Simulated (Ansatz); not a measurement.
# C₂H₆F₂OSi: small, medium and large basis sets

One table from this session's results is given with a row withheld; the runs are named, their logs left out.

Method: one geometry, several basis sets; program: Ansatz 0.2.0, Gaussian basis.

Levels to be run: PBE0-D4/def2-SVP; ωB97M-V/def2-SVP; PBE0-D4/def2-QZVPP; ωB97M-V/def2-QZVPP; the functionals' def2-TZVPP values are taken from earlier runs.

**Structure used throughout**

The geometry comes from an earlier relaxation with PBE0-D4 in a triple-zeta def2 set; it is a stationary point, not always the lowest conformer.

SMILES `OC[SiH](F)CF`, 12 atoms, charge 0, spin multiplicity 1.

Atoms are counted from 1 here; the program's logs count them from 0.

Bond lengths: O1–C2 1.424 Å, O1–H7 0.961 Å, C2–Si3 1.875 Å, C2–H8 1.094 Å, C2–H9 1.099 Å, Si3–F4 1.610 Å, Si3–C5 1.885 Å, Si3–H10 1.485 Å, C5–F6 1.396 Å, C5–H11 1.095 Å, C5–H12 1.094 Å. Angles: C2–O1–H7 108.3°, O1–C2–Si3 110.3°, O1–C2–H8 106.7°, O1–C2–H9 111.8°, Si3–C2–H8 109.4°, Si3–C2–H9 112.0°, H8–C2–H9 106.3°, C2–Si3–F4 106.4°, C2–Si3–C5 110.7°, C2–Si3–H10 113.1°, F4–Si3–C5 106.9°, F4–Si3–H10 108.6°, C5–Si3–H10 110.9°, Si3–C5–F6 107.6°, Si3–C5–H11 111.4°, Si3–C5–H12 112.7°, F6–C5–H11 108.3°, F6–C5–H12 108.4° and more.

The first run:

The input, in.yaml:

```yaml
crystal:
  periodic: [false, false, false]
  atoms:
    - {symbol: O, position_ang: [-0.023825, -1.991666, 0.570134]}
    - {symbol: C, position_ang: [0.795215, -0.861715, 0.855324]}
    - {symbol: Si, position_ang: [0.539224, 0.470698, -0.438721]}
    - {symbol: F, position_ang: [0.756825, -0.236061, -1.868720]}
    - {symbol: C, position_ang: [-1.236897, 1.100085, -0.404687]}
    - {symbol: F, position_ang: [-1.419591, 1.785444, 0.797389]}
    - {symbol: H, position_ang: [0.243610, -2.351531, -0.279947]}
    - {symbol: H, position_ang: [0.480460, -0.484163, 1.832862]}
    - {symbol: H, position_ang: [1.853387, -1.139690, 0.957276]}
    - {symbol: H, position_ang: [1.501470, 1.594497, -0.315654]}
    - {symbol: H, position_ang: [-1.954610, 0.274555, -0.442029]}
    - {symbol: H, position_ang: [-1.458368, 1.784445, -1.229430]}
basis:
  gaussian: {orbitals: def2-SVP}
hamiltonian: {xc: pbe0, dispersion: d4}
output: {orbitals: {seedname: orbitals}}
```

Steps of the session up to this table: PBE0-D4 in def2-SVP; ωB97M-V in def2-SVP; PBE0-D4 in def2-QZVPP; ωB97M-V in def2-QZVPP.

One table of the session follows, with a row left open; its other results are not shown here.

It belongs to the step «Density functionals: the series». 

| functional | basis | HOMO (eV) | LUMO (eV) |
| --- | --- | --- | --- |
| PBE0-D4 | def2-SVP | -7.55 | 0.42 |
| PBE0-D4 | def2-TZVPP | -7.74 | -0.10 |
| PBE0-D4 | def2-QZVPP | -7.79 | -0.28 |
| ωB97M-V | def2-SVP | -9.89 | 2.39 |
| ωB97M-V | def2-TZVPP | ? | ? |
| ωB97M-V | def2-QZVPP | -10.13 | 1.23 |

**Question.** Estimate the row for ωB97M-V, def2-TZVPP.

As computed: HOMO (eV): -10.09; LUMO (eV): 1.65. In the column «HOMO (eV)» it lies between ωB97M-V, def2-QZVPP (-10.13) and ωB97M-V, def2-SVP (-9.89).
